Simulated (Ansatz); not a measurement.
Runs of Ansatz 0.2.0 on Ta3AsAu2O13. The typed cell holds 19 atoms: a = 5.887 Å, b = 6.310 Å, c = 7.976 Å, α = 73.43°, β = 76.58°, γ = 69.60°. The cell was built by a generator and needn't be a form met in nature.

```csv
U,gap on the mesh (eV),pressure (GPa),largest force (eV/Å)
"Au d U = 4 eV, Ta d U = 4 eV",1.75,1.6,0.26
"Au d U = 8 eV, Ta d U = 8 eV",1.73,(a),0.61
"Au d U = 2 eV, Ta d U = 2 eV",(c),(b),0.13
"Au d U = 6 eV, Ta d U = 6 eV",1.76,(d),0.43
```

Alike in all rows: task projected density of states; level PBE+U; potentials or basis Ansatz PAW; no spin polarisation; cell as given; k mesh 5 × 5 × 4; cutoff (eV) 420; smearing fermi-dirac 0.05 eV.

Q: Fill in the values left out.

A: (a) 3.7; (b) 0.8; (c) 1.71; (d) 2.6.

Caveats: odd divisions of the mesh miss points on the zone boundary, where band edges often lie, so the gap on the mesh can be too wide; spin-orbit coupling is left out, which moves the levels of the heavy elements.

A k mesh can miss the band edges, and the runs leave out spin-orbit coupling on As, Au, Ta.
